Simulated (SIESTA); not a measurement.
Crystal: InSb3.

```
Sb In
1.0
     4.80637    0.00000    0.00000
     0.00000    4.80637    0.00000
     0.00000    0.00000    4.80637
Sb In
3 1
Direct
  0.50000 0.50000 0.00000
  0.00000 0.50000 0.50000
  0.50000 0.00000 0.50000
  0.00000 0.00000 0.00000
```

The cell comes from a database or a generator and needn't be the stable form of this composition.

| Quantity | Value |
| --- | --- |
| Program | SIESTA 5.4.2 |
| Task | single point |
| Functional | PBE |
| Potentials or basis | PseudoDojo 0.4 standard (PBE files) |
| Basis | DZP (energy shift 0.003 Ry; two zetas on semicore shells) |
| Grid cutoff | 500 Ry |
| Energy shift | 0.003 Ry |
| k mesh | 6 × 6 × 6 |
| Occupations | fermi-dirac, width 0.05 eV |
| Spin | no spin polarisation |

On this cell: pressure 1.7 GPa; largest force zero by symmetry; band gap on the k mesh none (metal or under the smearing width).

The same run follows on a disturbed copy (atoms moved at random, drawn with an rms of 0.05 Å):

```xyz
4
Lattice="4.8064 0.0000 0.0000 0.0000 4.8064 0.0000 0.0000 0.0000 4.8064" Properties=species:S:1:pos:R:3 pbc="T T T"
Sb    2.4537    2.3488   -0.0301
Sb    0.0014    2.4438    2.4233
Sb    2.4078   -0.0062    2.4055
In   -0.0205   -0.0133    0.0197
```

Problem. What changes?

Solution. The energy (extrapolated to zero smearing) moves by +0.8 meV/atom; pressure 1.8 GPa; largest force 0.117 eV/Å; band gap on the k mesh none (metal or under the smearing width).

Forces in eV/Å, atoms in the order of the input:
```
Sb  -0.088 -0.006  0.020
Sb   0.061 -0.010 -0.020
Sb  -0.090  0.005 -0.021
In   0.115  0.011  0.022
```

Caveats: the basis of atomic orbitals isn't converged, which shifts pressures, moduli and gaps.
